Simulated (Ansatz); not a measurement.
**BH6NO3 (built from SMILES NB(O)O.O): Born-Oppenheimer dynamics**

The task is to watch the atoms for 40 steps of 0.25 fs, started with velocities for 1000 K and run at constant energy, and see to which side of the barrier the system falls.

Method: CAM-B3LYP-D4/def2-SVP; program: Ansatz 0.2.0, Gaussian basis.

## (1) Where the work starts

The start, a first-order saddle point found at PBE0-D4 in triple zeta: 11 atoms, charge 0, spin multiplicity 1.

Atoms are counted from 1 here; the program's logs count them from 0.

Bond lengths: B1–N2 1.573 Å, B1–O3 1.401 Å, B1–O4 1.403 Å, B1–O6 1.690 Å, N2–H7 1.010 Å, N2–H8 1.010 Å, O3–H9 0.959 Å, O4–H10 0.957 Å, H5–O6 1.176 Å, O6–H11 0.962 Å. Angles: N2–B1–O3 110.9°, N2–B1–O4 118.5°, N2–B1–O6 87.6°, O3–B1–O4 116.9°, O3–B1–O6 110.4°, O4–B1–O6 108.5°, B1–N2–H7 115.9°, B1–N2–H8 114.1°, H7–N2–H8 110.0°, B1–O3–H9 110.0°, B1–O4–H10 112.7°, B1–O6–H5 71.6°, B1–O6–H11 109.4°, H5–O6–H11 112.7°.

Geometry (Å):

| atom | x (Å) | y (Å) | z (Å) |
| --- | --- | --- | --- |
| B1 | -0.24702 | 0.18558 | -0.24433 |
| N2 | 1.29744 | -0.03338 | -0.04143 |
| O3 | -0.71767 | -0.55981 | -1.33379 |
| O4 | -0.76515 | 1.48043 | -0.09006 |
| H5 | 0.66252 | -0.67360 | 0.94610 |
| O6 | -0.48612 | -0.66300 | 1.19716 |
| H7 | 1.83874 | 0.79644 | 0.15361 |
| H8 | 1.73820 | -0.56971 | -0.77549 |
| H9 | -1.54730 | -0.19489 | -1.64667 |
| H10 | -0.85760 | 1.73392 | 0.82853 |
| H11 | -0.91593 | -1.50208 | 1.00637 |

## (2) Dynamics

Contents of md/in.yaml:

```yaml
crystal:
  periodic: [false, false, false]
  atoms:
    - {symbol: B, position_ang: [-0.247016, 0.185584, -0.244328]}
    - {symbol: N, position_ang: [1.297444, -0.033378, -0.041426]}
    - {symbol: O, position_ang: [-0.717670, -0.559815, -1.333792]}
    - {symbol: O, position_ang: [-0.765152, 1.480425, -0.090060]}
    - {symbol: H, position_ang: [0.662516, -0.673599, 0.946098]}
    - {symbol: O, position_ang: [-0.486124, -0.663001, 1.197156]}
    - {symbol: H, position_ang: [1.838737, 0.796440, 0.153611]}
    - {symbol: H, position_ang: [1.738196, -0.569711, -0.775486]}
    - {symbol: H, position_ang: [-1.547302, -0.194888, -1.646674]}
    - {symbol: H, position_ang: [-0.857603, 1.733920, 0.828534]}
    - {symbol: H, position_ang: [-0.915927, -1.502079, 1.006368]}
basis:
  gaussian: {orbitals: def2-SVP}
hamiltonian: {xc: {name: CAM-B3LYP}, dispersion: d4}
md: {n_steps: 40, timestep: 0.25, temperature: 1000, ensemble: nve, seed: 673, initial_velocities: maxwell_boltzmann}
```

On the command line:

```bash
$ ansatz run in.yaml --threads 4 --pin off --events-out ev --progress --plain --max-ram 9574MiB
```

Standard output, shortened:

```text
Functional definition: CAM-B3LYP
  name "CAM-B3LYP"
  cite "Yanai, Tew & Handy, Chem. Phys. Lett. 393, 51 (2004) doi:10.1016/j.cplett.2004.06.011"
  cite "Iikura, Tsuneda, Yanai & Hirao, J. Chem. Phys. 115, 3540 (2001) doi:10.1063/1.1383587"
  cite "Becke, Phys. Rev. A 38, 3098 (1988) doi:10.1103/PhysRevA.38.3098"
  cite "Lee, Yang & Parr, Phys. Rev. B 37, 785 (1988) doi:10.1103/PhysRevB.37.785"
  cite "Vosko, Wilk & Nusair, Can. J. Phys. 58, 1200 (1980) doi:10.1139/p80-159"
[...]
  # Exact exchange under (alpha + beta erf(omega r))/r, Becke's under what is left of 1/r.
[...]
1080 factors; integrals over basis functions are off by at most 3.9e-4 eV
301 factors; integrals over basis functions are off by at most 7.6e-7 eV
[...]
mean field -8399.07998111 eV, -308.6604962049 hartree, gradient 4.2e-5 eV, S^2 0.000000; 0 other end points of the search recorded, 0 dependent functions left out
[...]
reference -8399.08008605 eV, -308.6605000614 hartree; 21, 21 occupied and 79, 79 virtual orbitals, 1080 factors
md step     0: t =     0.00 fs  T =  1000.0 K  F+E_penalty+E_count = -8399.22197608 eV  E_kin = 1.163340 eV  conserved = -8398.05863609 eV  (27 SCF iters)
[...]
md step    10: t =     2.50 fs  T =   801.9 K  F+E_penalty+E_count = -8398.99021070 eV  E_kin = 0.932923 eV  conserved = -8398.05728727 eV  (32 SCF iters)
[...]
md step    30: t =     7.50 fs  T =   600.8 K  F+E_penalty+E_count = -8398.75620150 eV  E_kin = 0.698910 eV  conserved = -8398.05729189 eV  (32 SCF iters)
[...]
md step    39: t =     9.75 fs  T =   691.4 K  F+E_penalty+E_count = -8398.86255360 eV  E_kin = 0.804283 eV  conserved = -8398.05827046 eV  (30 SCF iters)
[...]
md step    40: t =    10.00 fs  T =   661.7 K  F+E_penalty+E_count = -8398.82780314 eV  E_kin = 0.769801 eV  conserved = -8398.05800199 eV  (28 SCF iters)
Total energy: -8398.82791132 eV, -308.6512328111 hartree
Atom 0 at    -0.139176     0.184246    -0.185199 Å, force    -1.381747     1.641920    -1.264498 eV/Å
Atom 1 at     1.317338    -0.017118    -0.029203 Å, force     1.655646     1.454905     0.816715 eV/Å
Atom 2 at    -0.748153    -0.546566    -1.280682 Å, force     0.182937     0.105376     0.387247 eV/Å
Atom 3 at    -0.830674     1.411971    -0.097330 Å, force     0.352541     0.315620    -0.042601 eV/Å
Atom 4 at     0.448794    -0.877846     1.351748 Å, force    -0.530222     0.317207    -0.354244 eV/Å
Atom 5 at    -0.496086    -0.638805     1.122652 Å, force    -0.272837    -0.618874     2.080047 eV/Å
Atom 6 at     2.046883     0.715976     0.000367 Å, force    -0.968242    -0.267574    -0.083878 eV/Å
Atom 7 at     1.501402    -0.567925    -0.811748 Å, force     1.120524    -1.386047    -1.819020 eV/Å
Atom 8 at    -1.459376     0.018093    -1.645793 Å, force     0.597940    -0.492195     0.357197 eV/Å
Atom 9 at    -0.537435     1.971390     0.618073 Å, force     0.111728     0.287256     0.268124 eV/Å
Atom 10 at    -0.832691    -1.389014     0.650809 Å, force    -0.868268    -1.357593    -0.345090 eV/Å
Dipole moment:     0.258605    -0.159731     0.401072 e Å
```

Run time: 2.6 min. Hardware: 4 threads of Intel Xeon at 2.50GHz, shared host; peak memory 0.51 GiB.

## (3) Frames and traces

Every 2 steps:

| time (fs) | T (K) | potential (meV) | potential + kinetic (meV) | B1–O6 (Å) | N2–H5 (Å) | B1–N2 (Å) | H5–O6 (Å) |
| --- | --- | --- | --- | --- | --- | --- | --- |
| 0.00 | 1000 | 0.0 | 0.0 | 1.690 | 1.337 | 1.573 | 1.176 |
| 0.50 | 972 | 32.8 | 0.2 | 1.681 | 1.359 | 1.565 | 1.162 |
| 1.00 | 908 | 107.7 | 0.8 | 1.672 | 1.381 | 1.557 | 1.149 |
| 1.50 | 841 | 187.0 | 1.5 | 1.663 | 1.404 | 1.549 | 1.135 |
| 2.00 | 801 | 232.6 | 1.7 | 1.654 | 1.426 | 1.542 | 1.120 |
| 2.50 | 802 | 231.8 | 1.3 | 1.646 | 1.450 | 1.534 | 1.105 |
| 3.00 | 826 | 203.7 | 0.8 | 1.637 | 1.474 | 1.527 | 1.090 |
| 3.50 | 844 | 181.5 | 0.4 | 1.630 | 1.498 | 1.520 | 1.073 |
| 4.00 | 837 | 189.6 | 0.3 | 1.622 | 1.524 | 1.514 | 1.057 |
| 4.50 | 799 | 234.1 | 0.5 | 1.615 | 1.550 | 1.508 | 1.040 |
| 5.00 | 737 | 306.2 | 0.8 | 1.609 | 1.577 | 1.503 | 1.024 |
| 5.50 | 667 | 388.6 | 1.1 | 1.603 | 1.604 | 1.498 | 1.009 |
| 6.00 | 605 | 460.9 | 1.4 | 1.598 | 1.632 | 1.494 | 0.997 |
| 6.50 | 568 | 503.9 | 1.6 | 1.594 | 1.660 | 1.490 | 0.986 |
| 7.00 | 567 | 505.3 | 1.6 | 1.591 | 1.687 | 1.487 | 0.979 |
| 7.50 | 601 | 465.8 | 1.3 | 1.588 | 1.714 | 1.484 | 0.976 |
| 8.00 | 655 | 401.9 | 0.9 | 1.586 | 1.741 | 1.482 | 0.977 |
| 8.50 | 707 | 341.5 | 0.4 | 1.585 | 1.767 | 1.480 | 0.980 |
| 9.00 | 731 | 313.0 | 0.1 | 1.585 | 1.793 | 1.479 | 0.986 |
| 9.50 | 714 | 332.5 | 0.2 | 1.585 | 1.819 | 1.478 | 0.994 |
| 10.00 | 662 | 394.2 | 0.6 | 1.586 | 1.845 | 1.479 | 1.001 |

Energies count from the start.

Positions (Å) and forces (eV/Å) at 4.00 fs:

```xyz
11

B    -0.190    0.163   -0.212   -1.294    2.129   -0.678
N     1.301   -0.022   -0.030    1.135    0.065   -0.491
O    -0.733   -0.552   -1.316    0.161   -0.133    0.306
O    -0.794    1.453   -0.095    0.322    0.015    0.520
H     0.565   -0.756    1.083   -0.253    0.068    0.244
O    -0.483   -0.644    1.164   -0.616   -1.401    0.437
H     1.940    0.784    0.147   -0.748   -0.939   -0.660
H     1.546   -0.626   -0.822    0.827    0.506    0.197
H    -1.529   -0.117   -1.667    0.493   -0.127    0.366
H    -0.732    1.860    0.787    0.038   -0.377   -0.603
H    -0.868   -1.472    0.819   -0.067    0.195    0.362
```

Positions (Å) and forces (eV/Å) at 10.00 fs:

```xyz
11

B    -0.139    0.184   -0.185   -1.382    1.642   -1.264
N     1.317   -0.017   -0.029    1.656    1.455    0.817
O    -0.748   -0.547   -1.281    0.183    0.105    0.387
O    -0.831    1.412   -0.097    0.353    0.316   -0.043
H     0.449   -0.878    1.352   -0.530    0.317   -0.354
O    -0.496   -0.639    1.123   -0.273   -0.619    2.080
H     2.047    0.716    0.000   -0.968   -0.268   -0.084
H     1.501   -0.568   -0.812    1.121   -1.386   -1.819
H    -1.459    0.018   -1.646    0.598   -0.492    0.357
H    -0.537    1.971    0.618    0.112    0.287    0.268
H    -0.833   -1.389    0.651   -0.868   -1.358   -0.345
```

## (4) Results

```
                                                 quantity              value
                                                   length  40 steps, 10.0 fs
                                 temperature at the start             1000 K
                            mean temperature, second half              654 K
lowest and highest potential energy, from the first frame      0 and 510 meV
                    largest change of potential + kinetic            1.7 meV
```

**Reading.** By the last frame it has moved back towards the start side of the step. With no thermostat the total energy should stay fixed; it holds within 1.7 meV, small beside the kinetic energy, so the time step serves. The temperature runs between 563 and 1000 K.
